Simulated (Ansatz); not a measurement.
# H3IO3Ti: how energies converge with the basis set

The task here is to estimate one member of a computed series from the others.

Program: Ansatz 0.2.0, Gaussian basis. Level of theory: one geometry, several basis sets. These are calculated values, not measurements.

The runs, in order: PBE0-D4/def2-SVP; ωB97M-V/def2-SVP; PBE0-D4/def2-QZVPP; ωB97M-V/def2-QZVPP; the functionals' def2-TZVPP values are taken from earlier runs.

### The geometry

All runs share one geometry, relaxed beforehand with PBE0-D4 in a triple-zeta def2 set. I takes the def2 core potential; no spin-orbit term is included.

SMILES `[OH][Ti]([OH])([OH])[I]`, 8 atoms, charge 0, spin multiplicity 1.

Atoms are counted from 1 here; the program's logs count them from 0.

Bond lengths: O1–Ti2 1.776 Å, O1–H6 0.958 Å, Ti2–O3 1.782 Å, Ti2–O4 1.774 Å, Ti2–I5 2.604 Å, O3–H7 0.960 Å, O4–H8 0.957 Å. Angles: Ti2–O1–H6 135.5°, O1–Ti2–O3 108.8°, O1–Ti2–O4 112.7°, O1–Ti2–I5 107.5°, O3–Ti2–O4 110.0°, O3–Ti2–I5 110.6°, O4–Ti2–I5 107.2°, Ti2–O3–H7 129.6°, Ti2–O4–H8 139.6°.

Coordinates:

```
O    -0.6925    1.0435    1.1834
Ti    0.1245    0.1236   -0.0975
O     1.8513   -0.0274    0.3178
O    -0.5843   -1.4844   -0.3432
I    -0.1720    1.4429   -2.3226
H    -1.5117    1.5349    1.2556
H     2.4707   -0.7300    0.1095
H    -1.3939   -1.9603   -0.1588
```

The first run:

File in.yaml:

```yaml
crystal:
  periodic: [false, false, false]
  atoms:
    - {symbol: O, position_ang: [-0.692473, 1.043474, 1.183363]}
    - {symbol: Ti, position_ang: [0.124541, 0.123574, -0.097500]}
    - {symbol: O, position_ang: [1.851317, -0.027368, 0.317806]}
    - {symbol: O, position_ang: [-0.584312, -1.484375, -0.343176]}
    - {symbol: I, position_ang: [-0.171993, 1.442869, -2.322621]}
    - {symbol: H, position_ang: [-1.511689, 1.534922, 1.255566]}
    - {symbol: H, position_ang: [2.470689, -0.729985, 0.109538]}
    - {symbol: H, position_ang: [-1.393879, -1.960313, -0.158775]}
basis:
  gaussian: {orbitals: def2-SVP}
hamiltonian: {xc: pbe0, dispersion: d4}
output: {orbitals: {seedname: orbitals}}
```

Among the steps run: PBE0-D4 in def2-SVP; ωB97M-V in def2-SVP; PBE0-D4 in def2-QZVPP; ωB97M-V in def2-QZVPP.

One table of the session follows, with a row left open; its other results are not shown here.

It belongs to the step «Functionals by basis». 

```
functional       basis  HOMO (eV)  LUMO (eV)
   PBE0-D4    def2-SVP      -7.21      -2.01
   PBE0-D4  def2-TZVPP      -7.37      -2.11
   PBE0-D4  def2-QZVPP          ?          ?
   ωB97M-V    def2-SVP      -9.24       0.19
   ωB97M-V  def2-TZVPP      -9.44       0.05
   ωB97M-V  def2-QZVPP      -9.46       0.00
```

Q: Estimate the row for PBE0-D4, def2-QZVPP from the others.

The run gave: HOMO (eV): -7.39; LUMO (eV): -2.13. In the column «HOMO (eV)» it lies between ωB97M-V, def2-SVP (-9.24) and PBE0-D4, def2-TZVPP (-7.37).
